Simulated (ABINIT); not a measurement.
The system is NbTe.

```xyz
2
Lattice="3.7030 0.0000 0.0000 -1.8515 3.2069 0.0000 0.0000 0.0000 3.6942" Properties=species:S:1:pos:R:3 pbc="T T T"
Te    1.8515    1.0690    0.0000
Nb    0.0000    0.0000    1.8471
```

The cell comes from a database or a generator and needn't be the stable form of this composition.

Base run:

| Quantity | Value |
| --- | --- |
| Program | ABINIT 10.8.3 (patched build) |
| Functional | PBE |
| Potentials or basis | Ansatz NC PBE |
| Cutoff | 1116 eV |
| k mesh | 8 × 8 × 7 |
| Occupations | fermi-dirac, width 0.05 eV |
| Spin | no spin polarisation |

Its results: band gap on the k mesh none (metal or under the smearing width); pressure -0.6 GPa.

Question: The run is repeated on the same cell with these changes: potentials or basis from Ansatz NC PBE to JTH PAW PBE v2.0; cutoff from 1116 eV to 435 eV; valence electrons from 29 to 19. What comes out?

Answer: Band gap on the k mesh none (metal or under the smearing width); pressure -0.1 GPa.

Not every run made on this cell is shown here.
